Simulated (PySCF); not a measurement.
# CH5ClF2Si2: the cost of one run

The runs use PySCF 2.14.0, with density-fitted response routines of our own; the level of theory stands in each step. All values are computed, except where a source is named. Atoms count from 0, in the outputs and in this text.

### Step 1. Starting geometry

11 atoms, charge 0, multiplicity 1; geometry from: GFN2-xTB. The atoms were then displaced at random by about 0.01 Å, so the start is not that level's minimum.

Bonds of the start (Å): F0–Si1 1.57, Si1–F2 1.59, Si1–C3 1.85, C3–Si4 1.94, C3–Cl5 1.80, Si1–H6 1.45, C3–H7 1.10, Si4–H8 1.45, Si4–H9 1.45, Si4–H10 1.48.

### Step 2. Optimising the geometry at PBE0-D3(BJ)/def2-SVP

Job settings and geometry (Å):

```
{"job": {"xc": "PBE0", "basis": "def2-SVP", "d3": "d3bj", "grid": 1, "shake": 0.01, "kind": "geom"}, "charge": 0, "multiplicity": 1}
F      1.178220     1.592960    -1.280770
Si     1.524510     0.345090    -0.386030
F      2.555960    -0.419050    -1.324440
C     -0.005550    -0.677680    -0.170550
Si    -1.595690     0.225960     0.474650
Cl     0.280250    -1.998170     1.018450
H      2.215760     0.789590     0.806430
H     -0.258370    -1.187110    -1.106360
H     -2.674040    -0.746000     0.549850
H     -1.902570     1.321640    -0.426570
H     -1.280380     0.726950     1.829680
```

The run is started by

```bash
$ OMP_NUM_THREADS=1 python probes_run.py task.json out
```

This one command runs all jobs of the session in turn.

**Question.** How long does this first job take on 1 thread of AMD EPYC 7R43, shared host, and how much memory does it need?

About 82 s, with a peak of 0.52 GiB.
